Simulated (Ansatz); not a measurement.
**C2H9AlOSi: a ladder of functionals and wavefunction methods**

An exercise on one series of results from a longer session: the logs are not shown, and one member is left open.

The runs use Ansatz 0.2.0, Gaussian basis; functionals in def2-TZVPP, the program's frozen cores in correlated methods.

Plan: PBE-D4, r2SCAN-D4, PBE0-D4, B3LYP-D4, ωB97X-V, ωB97M-V, B2PLYP; CCSD(T)/def2-TZVPP; MP2/def2-QZVPP; extrapolation to the limit.

### The relaxed structure

All runs share one geometry, relaxed beforehand with PBE0-D4 in a triple-zeta def2 set.

14 atoms, charge 0, spin multiplicity 1.

Atoms are counted from 1 here; the program's logs count them from 0.

Bond lengths: O1–C2 1.531 Å, O1–Al3 1.949 Å, O1–H6 0.965 Å, C2–Al3 1.954 Å, C2–C4 1.508 Å, C2–H7 1.090 Å, Al3–H8 1.584 Å, Al3–H9 1.590 Å, C4–Si5 1.888 Å, C4–H10 1.096 Å, C4–H11 1.097 Å, Si5–H12 1.486 Å, Si5–H13 1.494 Å, Si5–H14 1.486 Å. Angles: C2–O1–Al3 67.1°, C2–O1–H6 111.1°, Al3–O1–H6 124.8°, O1–C2–Al3 66.7°, O1–C2–C4 111.5°, O1–C2–H7 104.8°, Al3–C2–C4 123.4°, Al3–C2–H7 123.1°, C4–C2–H7 112.1°, O1–Al3–C2 46.2°, O1–Al3–H8 111.4°, O1–Al3–H9 109.4°, C2–Al3–H8 122.4°, C2–Al3–H9 114.1°, H8–Al3–H9 123.4°, C2–C4–Si5 115.2°, C2–C4–H10 107.3°, C2–C4–H11 111.5° and more.

Coordinates:

```xyz
14
charge 0, multiplicity 1
O    -0.1279    0.0375    1.5355
C     0.8093   -0.3426    0.3855
Al    0.4114   -1.8346    1.5832
C     0.1448   -0.1543   -0.9549
Si   -0.5218    1.5804   -1.2862
H    -0.9742    0.3584    1.2021
H     1.6770    0.3048    0.5084
H     1.2868   -2.1503    2.8649
H    -0.8012   -2.7453    1.1045
H     0.8953   -0.3686   -1.7241
H    -0.6562   -0.8870   -1.1121
H     0.5673    2.5868   -1.1884
H    -1.5580    1.9255   -0.2664
H    -1.1654    1.6602   -2.6233
```

The first run:

in.yaml

```yaml
crystal:
  periodic: [false, false, false]
  atoms:
    - {symbol: O, position_ang: [-0.127875, 0.037498, 1.535464]}
    - {symbol: C, position_ang: [0.809315, -0.342612, 0.385545]}
    - {symbol: Al, position_ang: [0.411443, -1.834625, 1.583196]}
    - {symbol: C, position_ang: [0.144766, -0.154336, -0.954890]}
    - {symbol: Si, position_ang: [-0.521845, 1.580364, -1.286156]}
    - {symbol: H, position_ang: [-0.974174, 0.358395, 1.202078]}
    - {symbol: H, position_ang: [1.677049, 0.304795, 0.508409]}
    - {symbol: H, position_ang: [1.286768, -2.150349, 2.864930]}
    - {symbol: H, position_ang: [-0.801210, -2.745319, 1.104461]}
    - {symbol: H, position_ang: [0.895313, -0.368581, -1.724117]}
    - {symbol: H, position_ang: [-0.656223, -0.886953, -1.112061]}
    - {symbol: H, position_ang: [0.567255, 2.586831, -1.188447]}
    - {symbol: H, position_ang: [-1.558022, 1.925481, -0.266384]}
    - {symbol: H, position_ang: [-1.165359, 1.660213, -2.623330]}
basis:
  gaussian: {orbitals: def2-TZVPP}
hamiltonian: {xc: pbe, dispersion: d4}
output: {forces: true, orbitals: {seedname: orbitals}}
```

Command:

```bash
$ ansatz run in.yaml --threads 4 --pin off --events-out ev --progress --plain --max-ram 10444MiB
```

Steps of the session up to this table: PBE-D4 (GGA); r2SCAN-D4 (meta-GGA); PBE0-D4 (hybrid); B3LYP-D4 (hybrid); ωB97X-V (range-separated); ωB97M-V (range-separated); B2PLYP (double hybrid); CCSD(T) in def2-TZVPP; MP2 in def2-QZVPP.

One of the session's tables, all rows but one given; the rest of the session is left out.

| method | atomisation energy (kcal/mol) |
| --- | --- |
| PBE-D4 | 1125.6 |
| r2SCAN-D4 | 1121.5 |
| PBE0-D4 | 1113.0 |
| B3LYP-D4 | 1117.3 |
| ωB97X-V | 1124.7 |
| ωB97M-V | 1122.7 |
| B2PLYP | 1104.1 |
| HF/def2-TZVPP | 825.2 |
| MP2/def2-TZVPP | 1100.4 |
| CCSD/def2-TZVPP | 1079.7 |
| CCSD(T)/def2-TZVPP | 1093.5 |
| MP2/CBS | 1128.3 |
| CCSD(T)/CBS | ? |

Estimate the missing values for CCSD(T)/CBS.

**Answer.** atomisation energy (kcal/mol): 1121.4. In the column «atomisation energy (kcal/mol)» it lies between B3LYP-D4 (1117.3) and r2SCAN-D4 (1121.5).

Limits of these values: Free atoms (1 O, 2 C, 1 Al, 1 Si, 9 H) were run apart at each level; the atomisation energy is their sum less the molecule, without zero-point or spin-orbit terms.
